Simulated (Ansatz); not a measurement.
This script for Ansatz 0.2.0 through its Python package starts 4 runs on H₇NOSSi₂, SMILES N[SiH2][SiH](O)S. What input does the engine get in each?

`methods.py`
```python
"""H7NOSSi2 at several levels of theory."""

from pathlib import Path

import ansatz as az
from ase import Atoms
import numpy as np


def main() -> None:
    atoms = Atoms(["N", "Si", "Si", "O", "S", "H", "H", "H", "H", "H", "H", "H"], positions=[
        (-1.7661, -0.6358, 0.9153),
        (-0.1255, -0.7038, 1.1236),
        (1.0506, 0.193, -0.7079),
        (0.6154, -0.4538, -2.1268),
        (0.7029, 2.289, -0.8705),
        (-2.0978, 0.4023, 0.9618),
        (-2.2501, -1.0531, 1.6868),
        (0.1971, 0.0423, 2.3771),
        (0.1728, -2.1239, 1.3532),
        (2.5472, -0.0213, -0.539),
        (-0.435, -0.4888, -2.2072),
        (1.4654, 2.4989, -1.9325),
    ])
    h7nossi2 = az.Crystal.molecule_from_ase(atoms)

    calc = h7nossi2.calculation().basis(gaussian="cc-pVDZ")

    print("functional    E (Ha)        dipole (D)   HOMO (eV)  LUMO (eV)")
    for name in ["pbe0", "r2scan", "blyp", "revpbe"]:
        rep = calc.functional(name).forces().orbitals().run(runs_dir="runs").report
        lines = Path(rep["orbitals_path"]).read_text().splitlines()
        field_of = lambda key: [line.split("=")[1].strip() for line in lines if line.startswith(key)]
        orbitals = [(27.211386 * float(e), s, float(n)) for e, s, n in zip(field_of("Ene="), field_of("Spin="), field_of("Occup="))]
        homo = max(e for e, _, n in orbitals if n > 0.5)
        lumo = min(e for e, _, n in orbitals if n < 0.5)
        dipole = 4.803205 * np.linalg.norm(rep["charge_distribution"]["dipole_moment_e_ang"])
        print(f"{name:10s} {rep['free_energy_ev'] / 27.211386246:14.6f} {dipole:9.3f} {homo:11.3f} {lumo:10.3f}")


if __name__ == "__main__":
    main()
```

Run 1:
```yaml
crystal:
  periodic: [false, false, false]
  atoms:
    - { symbol: "N", position_ang: [-1.7661, -0.6358, 0.9153] }
    - { symbol: Si, position_ang: [-0.1255, -0.7038, 1.1236] }
    - { symbol: Si, position_ang: [1.0506, 0.193, -0.7079] }
    - { symbol: O, position_ang: [0.6154, -0.4538, -2.1268] }
    - { symbol: S, position_ang: [0.7029, 2.289, -0.8705] }
    - { symbol: H, position_ang: [-2.0978, 0.4023, 0.9618] }
    - { symbol: H, position_ang: [-2.2501, -1.0531, 1.6868] }
    - { symbol: H, position_ang: [0.1971, 0.0423, 2.3771] }
    - { symbol: H, position_ang: [0.1728, -2.1239, 1.3532] }
    - { symbol: H, position_ang: [2.5472, -0.0213, -0.539] }
    - { symbol: H, position_ang: [-0.435, -0.4888, -2.2072] }
    - { symbol: H, position_ang: [1.4654, 2.4989, -1.9325] }
basis:
  gaussian:
    orbitals: cc-pVDZ
hamiltonian:
  xc: pbe0
output:
  orbitals: {}
  forces: true
```

Run 2, against run 1:
```diff
-  xc: pbe0
+  xc: r2scan
```

Run 3, against run 1:
```diff
-  xc: pbe0
+  xc: blyp
```

Run 4, against run 1:
```diff
-  xc: pbe0
+  xc: revpbe
```

Running `python methods.py` prints:
```text
functional    E (Ha)        dipole (D)   HOMO (eV)  LUMO (eV)
pbe0         -1110.896895     1.832      -7.151     -0.259
r2scan       -1111.276279     1.841      -6.181     -0.798
blyp         -1111.354308     1.836      -5.659     -0.934
revpbe       -1111.180374     1.830      -5.812     -0.983
```

Notes:
- The settings weren't tested for convergence.
- The geometry is a force-field or estimated start, not a minimum of this method, and the basis set is short of its limit. A lower total doesn't mark the better method: functionals have no common bound, and MP2 and coupled cluster aren't variational.
- Levels such as HOMO and LUMO are orbital energies: with these approximate functionals they aren't the ionisation energy and electron affinity, and their gap isn't the fundamental gap.
- For Al to Cl the sets with a tight d function, cc-pV(X+d)Z, are usual.
- It ran for 25 s on 1 thread of Intel(R) Xeon(R) Platinum 8488C (Sapphire Rapids), on a shared host, peak memory 0.34 GiB.

(Lines on the test bed's own set-up are left out of the output.)
